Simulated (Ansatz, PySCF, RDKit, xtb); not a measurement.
**Isomers of C5H3NO3, a sample narrowed down, part 1 of 2**

Which of a sample of isomers of C5H3NO3 is the most stable in the gas at 298.15 K, and what are its properties? The sample is small against all isomers, and the most stable one of this formula need not be in it.

The funnel: GFN2-xTB relaxations, single points with a density functional, relaxations at B3LYP-D3(BJ)/def2-SVP, harmonic vibrations (at GFN2-xTB), and a last energy at a higher level. All values are calculated.

### 1 Drawing up candidates

Isomers were taken from a list of plausible structures; this is a sample, not all of them. That gives 4 candidates.

| label | SMILES | spin |
| --- | --- | --- |
| c126 | O=Cc1cc(=O)cno1 | singlet |
| c603 | N#C[C@@H]1OC=COC1=O | singlet |
| c976 | N#C[C@@H]1C=COC(=O)O1 | singlet |
| c984 | O=CC(=O)c1cnco1 | singlet |

Candidates are built by distance geometry, with a force field where one applies, in up to four conformers (letters a to d).

### 2 Search with GFN2-xTB

All 6 starts are relaxed the same way. One of them, c126a (taken from a list of plausible isomers, embedded by distance geometry and MMFF94), in full:

start.xyz reads:

```xyz
12
c126a
C      1.559956    -0.857819     1.504496
C      0.529893    -0.352307     0.521524
C     -0.097560    -1.194885    -0.226414
C     -1.051687    -0.658928    -1.184425
C     -1.221476     0.829148    -1.129088
N     -0.583219     1.564606    -0.290914
O      1.797392    -2.068733     1.628823
O     -1.707786    -1.287737    -1.961403
O      0.398230     1.003942     0.560769
H      2.026717    -0.113083     2.119769
H      0.040700    -2.265549    -0.241048
H     -1.968743     1.216354    -1.871012
```

Started as:

```console
$ xtb start.xyz --gfn 2 --opt
```

The log of the run (excerpt; [...] marks lines left out):

```text
* xtb version 6.7.1
[...]
          :  # basis functions                  39          :
[...]
          :  # electrons                        46          :
[...]
          :  Hamiltonian                  GFN2-xTB          :
[...]
          :  net charge                          0          :
          :  unpaired electrons                  0          :
[...]
   *** convergence criteria satisfied after 12 iterations ***
[...]
   *** GEOMETRY OPTIMIZATION CONVERGED AFTER 8 ITERATIONS ***
[...]
   *** convergence criteria satisfied after 3 iterations ***
[...]
         ::                     SUMMARY                     ::
         :::::::::::::::::::::::::::::::::::::::::::::::::::::
         :: total energy             -27.247910417635 Eh    ::
         :: gradient norm              0.000623327140 Eh/a0 ::
         :: HOMO-LUMO gap              1.703679747999 eV    ::
         ::.................................................::
         :: SCC energy               -27.533666113594 Eh    ::
         :: -> isotropic ES            0.049786721457 Eh    ::
         :: -> anisotropic ES          0.004341211009 Eh    ::
         :: -> anisotropic XC          0.011313627552 Eh    ::
         :: -> dispersion             -0.009116618772 Eh    ::
         :: repulsion energy           0.285755695960 Eh    ::
         :: add. restraining           0.000000000000 Eh    ::
         :: total charge               0.000000000000 e     ::
         :::::::::::::::::::::::::::::::::::::::::::::::::::::
[...]
        23        2.0000           -0.4117597             -11.2046 (HOMO)
        24                         -0.3491506              -9.5009 (LUMO)
[...]
          | TOTAL ENERGY              -27.247910417635 Eh   |
          | GRADIENT NORM               0.000623327140 Eh/α |
          | HOMO-LUMO GAP               1.703679747999 eV   |
           -------------------------------------------------
[...]
```

Wall time 0.13 s (4 threads of Arm Neoverse N1, shared host).

### 3 What the search left

6 of the 6 relaxations converged. 6 distinct structures remain:

| label | start | SMILES after | spin | energy (kcal/mol) |
| --- | --- | --- | --- | --- |
| c976a | drawn | N#C[C@@H]1C=COC(=O)O1 | singlet | 0.0 |
| c984a | drawn | O=CC(=O)c1cnco1 | singlet | 6.4 |
| c984b | drawn | O=CC(=O)c1cnco1 | singlet | 6.5 |
| c603a | drawn | N#C[C@@H]1OC=COC1=O | singlet | 12.6 |
| c126a | drawn | O=Cc1cc(=O)cno1 | singlet | 36.0 |
| c126b | drawn | O=Cc1cc(=O)cno1 | singlet | 38.1 |

### 4 Second filter: single points

A choice of the minima (the low ones first, few conformers of a pattern, up to a cap) and the lowest that fell apart get a single point at r2SCAN-D4/def2-SVP on the tight-binding geometry, and one at HF/STO-3G for comparison. The lowest singlets are also tried as triplets at the same geometry (label ending in t). The first, c976a:

input.yaml reads:

```yaml
crystal:
  periodic: [false, false, false]
  atoms:
    - {symbol: C, position_ang: [-1.660007, -1.245949, -0.628349]}
    - {symbol: C, position_ang: [-0.233020, -0.996994, -0.826594]}
    - {symbol: C, position_ang: [0.492660, -1.284621, 0.459283]}
    - {symbol: C, position_ang: [0.819790, -0.251911, 1.218697]}
    - {symbol: C, position_ang: [0.200022, 1.349023, -0.400700]}
    - {symbol: N, position_ang: [-2.769228, -1.429435, -0.434037]}
    - {symbol: O, position_ang: [0.553867, 1.041939, 0.870111]}
    - {symbol: O, position_ang: [0.141765, 2.481749, -0.749558]}
    - {symbol: O, position_ang: [-0.026156, 0.351611, -1.260900]}
    - {symbol: H, position_ang: [0.118835, -1.629976, -1.652619]}
    - {symbol: H, position_ang: [0.698284, -2.303977, 0.724259]}
    - {symbol: H, position_ang: [1.330301, -0.311503, 2.166995]}
basis:
  gaussian:
    orbitals: def2-SVP
hamiltonian:
  xc: r2scan
  dispersion: d4
scf:
  lower_state_search: "off"
```

Started as:

```console
$ ansatz run input.yaml --threads 4 --pin off --max-ram 7830MiB --events-out events.jsonl --progress --plain --runs-dir runs
```

The log of the run (excerpt; [...] marks lines left out):

```text
Warning: RAYON_NUM_THREADS=4 ignored (pool sized by the plan → 4); use --threads N
Functional definition: r2SCAN
  name "r2SCAN"
[...]
1565 factors; their error is unknown
[...]
mean field -12846.62968925 eV, -472.1049333214 hartree, gradient 5.6e-6 eV, S^2 0.000000; 0 other end points of the search recorded, 0 dependent functions left out
reference -12846.62969677 eV, -472.1049335981 hartree; 32, 32 occupied and 109, 109 virtual orbitals, 1565 factors
Total energy: -12846.71683676 eV, -472.1081359335 hartree
Checks for a lower state left out: stability, starts, cluster_reference, orbital_swaps, neighbouring_geometries, increment
```

Wall time 3.6 s (4 threads of Arm Neoverse N1, shared host); peak memory 0.19 GiB.

Relative energies in kcal/mol, each column from its lowest structure that stays in one piece:

| label | SMILES | spin | GFN2-xTB | HF/STO-3G | r2SCAN-D4/def2-SVP |
| --- | --- | --- | --- | --- | --- |
| c984a | O=CC(=O)c1cnco1 | singlet | 6.4 | 14.1 | 0.0 |
| c984b | O=CC(=O)c1cnco1 | singlet | 6.5 | 14.6 | 2.5 |
| c976a | N#C[C@@H]1C=COC(=O)O1 | singlet | 0.0 | 0.0 | 5.4 |
| c603a | N#C[C@@H]1OC=COC1=O | singlet | 12.6 | 7.2 | 16.4 |
| c984at | O=CC(=O)c1cnco1 | triplet | – | – | 41.7 |
| c976at | N#C[C@@H]1C=COC(=O)O1 | triplet | – | – | 97.3 |

### 5 Third filter: density-functional geometries

3 candidates are relaxed at B3LYP-D3(BJ)/def2-SVP (chosen among the lowest in one piece, one conformer a pattern). The first, c984a:

input.yaml reads:

```yaml
crystal:
  periodic: [false, false, false]
  atoms:
    - symbol: C
      position_ang: [-0.615143, 0.394626, 1.940047]
    - symbol: C
      position_ang: [-0.470194, 1.622290, 1.044235]
    - symbol: C
      position_ang: [-0.076835, 1.371469, -0.332198]
    - symbol: C
      position_ang: [0.212894, 0.224529, -1.046671]
    - symbol: C
      position_ang: [0.428783, 1.866485, -2.342711]
    - symbol: N
      position_ang: [0.527286, 0.571032, -2.314155]
    - symbol: O
      position_ang: [-0.451584, -0.742598, 1.606116]
    - symbol: O
      position_ang: [-0.681890, 2.724274, 1.501965]
    - symbol: O
      position_ang: [0.071727, 2.415050, -1.194651]
    - symbol: H
      position_ang: [-0.900522, 0.683663, 2.967379]
    - symbol: H
      position_ang: [0.208519, -0.794774, -0.720582]
    - symbol: H
      position_ang: [0.608660, 2.492455, -3.194662]
basis:
  gaussian: {orbitals: def2-SVP}
hamiltonian: {xc: {name: B3LYP}, dispersion: d3bj}
scf: {lower_state_search: "off"}
relax: {f_tol: 0.006}
```

Started as:

```console
$ ansatz run input.yaml --threads 4 --pin off --max-ram 7830MiB --events-out events.jsonl --progress --plain --runs-dir runs
```

The log of the run:

```text
Warning: RAYON_NUM_THREADS=4 ignored (pool sized by the plan → 4); use --threads N
The last accepted step is kept in runs//last_step.txt (removed where the run ends without a failure and the disk answers)
Functional definition: B3LYP
  name "B3LYP"
  parameter a0 = 0.2
  parameter ax = 0.72
  parameter ac = 0.81
  exchange = (1 - a0 - ax)*slater_x + ax*b88_x + a0*exact_x
  correlation = (1 - ac)*vwn_rpa_c + ac*lyp_c
these checks for a lower state are left out or cut short: stability, starts, cluster_reference, orbital_swaps, neighbouring_geometries, increment
1590 factors; integrals over basis functions are off by at most 3.4e-4 eV
mean field evaluation 1: about -12845.9244 eV, gradient 6.2e1 eV
mean field evaluation 2: about -12832.6263 eV, gradient 1.1e2 eV
mean field evaluation 4: about -12853.4282 eV, gradient 5.2e0 eV
mean field evaluation 8: about -12853.5577 eV, gradient 4.4e-1 eV
mean field evaluation 16: about -12853.5581 eV, gradient 1.3e-4 eV
mean field -12853.55809936 eV, -472.3595476969 hartree, gradient 6.1e-6 eV, S^2 0.000000; 0 other end points of the search recorded, 0 dependent functions left out
the calculation of the forces begins
reference -12853.55832871 eV, -472.3595561252 hartree; 32, 32 occupied and 109, 109 virtual orbitals, 1590 factors
relax step   1: F+E_penalty+E_count = -12854.07576734 eV  Δ(F+E_penalty+E_count) = +0.000e0 eV  max|allowed force component| = 8.816e-1 eV/Å  Δτ_max = 0.0000 Å  (18 SCF iters, accepted)
these checks for a lower state are left out or cut short: stability, starts, cluster_reference, orbital_swaps, neighbouring_geometries, increment
1590 factors; integrals over basis functions are off by at most 3.5e-4 eV
mean field -12853.60672528 eV, -472.3613346664 hartree, gradient 2.4e-6 eV, S^2 0.000000; 0 other end points of the search recorded, 0 dependent functions left out
the calculation of the forces begins
reference -12853.60695678 eV, -472.3613431739 hartree; 32, 32 occupied and 109, 109 virtual orbitals, 1590 factors
relax step   2: F+E_penalty+E_count = -12854.12367564 eV  Δ(F+E_penalty+E_count) = -4.791e-2 eV  max|allowed force component| = 3.826e-1 eV/Å  Δτ_max = 0.0479 Å  (23 SCF iters, accepted)
these checks for a lower state are left out or cut short: stability, starts, cluster_reference, orbital_swaps, neighbouring_geometries, increment
1590 factors; integrals over basis functions are off by at most 3.6e-4 eV
mean field evaluation 32: about -12853.6150 eV, gradient 1.0e-4 eV
mean field -12853.61495588 eV, -472.3616371356 hartree, gradient 1.9e-6 eV, S^2 0.000000; 0 other end points of the search recorded, 0 dependent functions left out
the calculation of the forces begins
reference -12853.61518822 eV, -472.3616456739 hartree; 32, 32 occupied and 109, 109 virtual orbitals, 1590 factors
relax step   3: F+E_penalty+E_count = -12854.13230219 eV  Δ(F+E_penalty+E_count) = -8.627e-3 eV  max|allowed force component| = 1.725e-1 eV/Å  Δτ_max = 0.0240 Å  (23 SCF iters, accepted)
[... 5 lines left out ...]
relax step   4: F+E_penalty+E_count = -12854.13282428 eV  Δ(F+E_penalty+E_count) = -5.221e-4 eV  max|allowed force component| = 8.891e-2 eV/Å  Δτ_max = 0.0078 Å  (24 SCF iters, accepted)
[... 5 lines left out ...]
relax step   5: F+E_penalty+E_count = -12854.13328613 eV  Δ(F+E_penalty+E_count) = -4.618e-4 eV  max|allowed force component| = 2.456e-2 eV/Å  Δτ_max = 0.0053 Å  (17 SCF iters, accepted)
[... 5 lines left out ...]
relax step   6: F+E_penalty+E_count = -12854.13330080 eV  Δ(F+E_penalty+E_count) = -1.467e-5 eV  max|allowed force component| = 2.734e-2 eV/Å  Δτ_max = 0.0043 Å  (16 SCF iters, accepted)
[... 5 lines left out ...]
relax step   7: F+E_penalty+E_count = -12854.13332067 eV  Δ(F+E_penalty+E_count) = -1.987e-5 eV  max|allowed force component| = 6.501e-3 eV/Å  Δτ_max = 0.0016 Å  (16 SCF iters, accepted)
these checks for a lower state are left out or cut short: stability, starts, cluster_reference, orbital_swaps, neighbouring_geometries, increment
1590 factors; integrals over basis functions are off by at most 3.5e-4 eV
mean field evaluation 64: about -12853.6159 eV, gradient 5.6e-5 eV
mean field -12853.61594026 eV, -472.3616733109 hartree, gradient 2.2e-6 eV, S^2 0.000000; 0 other end points of the search recorded, 0 dependent functions left out
the calculation of the forces begins
reference -12853.61617253 eV, -472.3616818466 hartree; 32, 32 occupied and 109, 109 virtual orbitals, 1590 factors
relax step   8: F+E_penalty+E_count = -12854.13332409 eV  Δ(F+E_penalty+E_count) = -3.421e-6 eV  max|allowed force component| = 2.937e-3 eV/Å  Δτ_max = 0.0018 Å  (15 SCF iters, accepted)
Total energy: -12854.13355636 eV, -472.3806953516 hartree
Atom 0 at    -0.624320     0.399647     1.976867 Å, force    -0.000220     0.000057     0.000362 eV/Å
Atom 1 at    -0.465574     1.603943     1.037708 Å, force     0.000252     0.000339    -0.000213 eV/Å
Atom 2 at    -0.070668     1.337919    -0.342079 Å, force     0.000490     0.000359    -0.002198 eV/Å
Atom 3 at     0.218145     0.207873    -1.076341 Å, force    -0.000201    -0.002937     0.002557 eV/Å
Atom 4 at     0.434453     1.872858    -2.363564 Å, force    -0.001038     0.002564     0.002561 eV/Å
Atom 5 at     0.537100     0.575417    -2.361514 Å, force     0.000494     0.000084    -0.001886 eV/Å
Atom 6 at    -0.449866    -0.749451     1.666910 Å, force     0.000165     0.000050     0.000277 eV/Å
Atom 7 at    -0.675694     2.712975     1.488177 Å, force    -0.000125     0.000332     0.000501 eV/Å
Atom 8 at     0.073631     2.407423    -1.188647 Å, force     0.000706    -0.001741    -0.002564 eV/Å
Atom 9 at    -0.927500     0.723468     3.003769 Å, force    -0.000127    -0.000335    -0.000051 eV/Å
Atom 10 at     0.208124    -0.824161    -0.736140 Å, force    -0.000309     0.001336    -0.000155 eV/Å
Atom 11 at     0.603870     2.560590    -3.191034 Å, force    -0.000087    -0.000108     0.000808 eV/Å
Dipole moment:     0.029703     0.070068    -0.129270 e Å
Checks for a lower state left out: stability, starts, cluster_reference, orbital_swaps, neighbouring_geometries, increment
```

It took 28 s on 4 threads of Arm Neoverse N1, shared host; peak memory 0.37 GiB.

Energy change by step (eV): 0.0000, -0.0479, -0.0565, -0.0571, -0.0575, -0.0575, -0.0576, -0.0576.

After the run. Bond lengths: C1–C2 1.535 Å, C2–C3 1.460 Å, C3–C4 1.378 Å, C4–N6 1.374 Å, C5–N6 1.301 Å, C1–O7 1.203 Å, C2–O8 1.215 Å, C3–O9 1.372 Å, C5–O9 1.340 Å, C1–H10 1.119 Å, C4–H11 1.087 Å, C5–H12 1.089 Å. Some angles: C1–C2–C3 117.6°, C1–C2–O8 118.1°, C3–C2–O8 124.3°, C2–C1–O7 125.2°, C2–C3–C4 135.2°, C2–C3–O9 118.0°, C4–C3–O9 106.8°, C3–C4–N6 109.1°, C4–N6–C5 104.5°, N6–C5–O9 114.7°.

### 6 The relaxed candidates

| label | spin | r2SCAN-D4/def2-SVP (kcal/mol) | B3LYP-D3(BJ)/def2-SVP, relaxed (kcal/mol) | time |
| --- | --- | --- | --- | --- |
| c984a | singlet | 0.0 | 0.0 | 28 s |
| c976a | singlet | 5.4 | 3.3 | 39 s |
| c603a | singlet | 16.4 | 13.8 | 38 s |

c984a: Bond lengths: C1–C2 1.535 Å, C2–C3 1.460 Å, C3–C4 1.378 Å, C4–N6 1.374 Å, C5–N6 1.301 Å, C1–O7 1.203 Å, C2–O8 1.215 Å, C3–O9 1.372 Å, C5–O9 1.340 Å, C1–H10 1.119 Å, C4–H11 1.087 Å, C5–H12 1.089 Å. Some angles: C1–C2–C3 117.6°, C1–C2–O8 118.1°, C3–C2–O8 124.3°, C2–C1–O7 125.2°, C2–C3–C4 135.2°, C2–C3–O9 118.0°, C4–C3–O9 106.8°, C3–C4–N6 109.1°, C4–N6–C5 104.5°, N6–C5–O9 114.7°.

c976a: Bond lengths: C1–C2 1.480 Å, C2–C3 1.502 Å, C3–C4 1.331 Å, C1–N6 1.158 Å, C4–O7 1.368 Å, C5–O7 1.367 Å, C5–O8 1.186 Å, C2–O9 1.433 Å, C5–O9 1.353 Å, C2–H10 1.102 Å, C3–H11 1.089 Å, C4–H12 1.091 Å. Some angles: C1–C2–C3 111.7°, C1–C2–O9 109.9°, C3–C2–O9 111.4°, C2–C1–N6 178.8°, C2–C3–C4 117.5°, C3–C4–O7 122.7°, C4–O7–C5 121.5°, O7–C5–O8 121.1°, O7–C5–O9 116.5°, O8–C5–O9 122.4°.

c603a: Bond lengths: C1–C2 1.478 Å, C3–C4 1.335 Å, C2–C5 1.548 Å, C1–N6 1.157 Å, C2–O7 1.415 Å, C3–O7 1.368 Å, C4–O8 1.383 Å, C5–O8 1.351 Å, C5–O9 1.193 Å, C2–H10 1.098 Å, C3–H11 1.090 Å, C4–H12 1.087 Å. Some angles: C1–C2–C5 109.6°, C1–C2–O7 111.3°, C5–C2–O7 112.4°, C2–C1–N6 179.3°, C3–C4–O8 121.7°, C4–C3–O7 121.5°, C2–C5–O8 114.2°, C2–C5–O9 123.4°, O8–C5–O9 122.4°, C2–O7–C3 113.1°.

### 7 Are they minima? Harmonic frequencies

The lowest few in one piece go on as finalists. In this search the thermal terms come from GFN2-xTB at its own nearest minimum. The first, c984a:

start.xyz reads:

```xyz
12
c984a
C     -0.624320     0.399647     1.976867
C     -0.465574     1.603943     1.037708
C     -0.070668     1.337919    -0.342079
C      0.218145     0.207873    -1.076341
C      0.434453     1.872858    -2.363564
N      0.537100     0.575417    -2.361514
O     -0.449866    -0.749451     1.666910
O     -0.675694     2.712975     1.488177
O      0.073631     2.407423    -1.188647
H     -0.927500     0.723468     3.003769
H      0.208124    -0.824161    -0.736140
H      0.603870     2.560590    -3.191034
```

Started as:

```console
$ xtb start.xyz --gfn 2 --ohess tight
```

The log of the run (excerpt; [...] marks lines left out):

```text
[...]
         ::                     SUMMARY                     ::
         :::::::::::::::::::::::::::::::::::::::::::::::::::::
         :: total energy             -27.294975226504 Eh    ::
         :: gradient norm              0.000159006197 Eh/a0 ::
         :: HOMO-LUMO gap              1.800555878298 eV    ::
         ::.................................................::
         :: SCC energy               -27.580033840598 Eh    ::
         :: -> isotropic ES            0.052047935840 Eh    ::
         :: -> anisotropic ES          0.005069982746 Eh    ::
         :: -> anisotropic XC          0.007218794214 Eh    ::
         :: -> dispersion             -0.009006882521 Eh    ::
         :: repulsion energy           0.285058614094 Eh    ::
         :: add. restraining           0.000000000000 Eh    ::
         :: total charge              -0.000000000000 e     ::
         :::::::::::::::::::::::::::::::::::::::::::::::::::::
[...]
          | TOTAL ENERGY              -27.294975226504 Eh   |
          | TOTAL ENTHALPY            -27.212123273403 Eh   |
          | TOTAL FREE ENERGY         -27.253963009680 Eh   |
          | GRADIENT NORM               0.000159039582 Eh/α |
[...]
```

It took 0.25 s on 4 threads of Arm Neoverse N1, shared host.

### 8 Thermal terms of the finalists

As xtb prints them, at 298.15 K, with its own treatment of low modes:

| label | SMILES | spin | lowest mode (cm⁻¹) | zero-point (kcal/mol) | G − E (kcal/mol) |
| --- | --- | --- | --- | --- | --- |
| c984a | O=CC(=O)c1cnco1 | singlet | 37 | 46.6 | 25.7 |
| c976a | N#C[C@@H]1C=COC(=O)O1 | singlet | 54 | 46.9 | 26.3 |
| c603a | N#C[C@@H]1OC=COC1=O | singlet | 67 | 46.8 | 26.4 |

### 9 Energies at the top level

Single points at CCSD(T)/def2-SVP + MP2/def2-TZVPP - MP2/def2-SVP on the refined geometries decide the order.

c984a, CCSD(T)/def2-SVP:

input.yaml reads:

```yaml
crystal:
  periodic: [false, false, false]
  atoms:
    - {symbol: C, position_ang: [-0.624320, 0.399647, 1.976867]}
    - {symbol: C, position_ang: [-0.465574, 1.603943, 1.037708]}
    - {symbol: C, position_ang: [-0.070668, 1.337919, -0.342079]}
    - {symbol: C, position_ang: [0.218145, 0.207873, -1.076341]}
    - {symbol: C, position_ang: [0.434453, 1.872858, -2.363564]}
    - {symbol: "N", position_ang: [0.537100, 0.575417, -2.361514]}
    - {symbol: O, position_ang: [-0.449866, -0.749451, 1.666910]}
    - {symbol: O, position_ang: [-0.675694, 2.712975, 1.488177]}
    - {symbol: O, position_ang: [0.073631, 2.407423, -1.188647]}
    - {symbol: H, position_ang: [-0.927500, 0.723468, 3.003769]}
    - {symbol: H, position_ang: [0.208124, -0.824161, -0.736140]}
    - {symbol: H, position_ang: [0.603870, 2.560590, -3.191034]}
basis:
  gaussian: {orbitals: def2-SVP}
correlation: {method: ccsd_t, frozen_orbitals: {C: 1, O: 1, "N": 1, H: 0}}
```

Started as:

```console
$ ansatz run input.yaml --threads 4 --pin off --max-ram 7830MiB --events-out events.jsonl --progress --plain --runs-dir runs
```

The log of the run (excerpt; [...] marks lines left out):

```text
Warning: RAYON_NUM_THREADS=4 ignored (pool sized by the plan → 4); use --threads N
Functional definition: HF
  name "HF"
[...]
1417 factors; integrals over basis functions are off by at most 1.4e-3 eV
[...]
mean field -12781.51214725 eV, -469.7119077915 hartree, gradient 5.0e-6 eV, S^2 0.000000; 0 other end points of the search recorded, 0 dependent functions left out; unrestricted orbitals would lower it
9 core orbitals not correlated: weight in the atoms' cores, before any rotation towards them, 1.000 or more for the frozen orbitals, at most 0.000 for the correlated occupied ones
reference -12781.51214725 eV, -469.7119077915 hartree; 23, 23 occupied and 109, 109 virtual orbitals, 1417 factors
second order -36.25994046 eV of doubles, -0.00000000 eV of singles
cycle   1  -35.59117399 eV  change    6.7e-1 eV  update   1.7e-1
[...]
cycle  11  -36.97541431 eV  change    5.6e-5 eV  update   1.9e-5
perturbative correction -1.49469929 eV, -0.0549291858 hartree
Total energy: -12819.98226085 eV, -471.1256583903 hartree
```

Run time: 64 s. Hardware: 4 threads of Arm Neoverse N1, shared host; peak memory 1.3 GiB.

### 10 c984a at MP2/def2-TZVPP

input.yaml, as its differences from that of step 9:

```diff
@@ -16,3 +16,6 @@
 basis:
-  gaussian: {orbitals: def2-SVP}
-correlation: {method: ccsd_t, frozen_orbitals: {C: 1, O: 1, "N": 1, H: 0}}
+  gaussian:
+    orbitals: def2-TZVPP
+correlation:
+  method: mp2
+  frozen_orbitals: {C: 1, O: 1, "N": 1, H: 0}
```

Started as:

```console
$ ansatz run input.yaml --threads 4 --pin off --max-ram 7830MiB --events-out events.jsonl --progress --plain --runs-dir runs
```

The log of the run (excerpt; [...] marks lines left out):

```text
Warning: RAYON_NUM_THREADS=4 ignored (pool sized by the plan → 4); use --threads N
Functional definition: HF
  name "HF"
[...]
2045 factors; integrals over basis functions are off by at most 1.0e-3 eV
[...]
mean field -12796.52632237 eV, -470.2636685499 hartree, gradient 2.9e-6 eV, S^2 0.000000; 0 other end points of the search recorded, 0 dependent functions left out; unrestricted orbitals would lower it
9 core orbitals not correlated: weight in the atoms' cores, before any rotation towards them, 1.000 or more for the frozen orbitals, at most 0.000 for the correlated occupied ones
reference -12796.52632237 eV, -470.2636685499 hartree; 23, 23 occupied and 289, 289 virtual orbitals, 2045 factors
second order -44.78124660 eV of doubles, -0.00000000 eV of singles
Total energy: -12841.30756896 eV, -471.9093490086 hartree
```

Run time: 18 s. Hardware: 4 threads of Arm Neoverse N1, shared host; peak memory 1.1 GiB.

(Continued in part 2 of 2.)
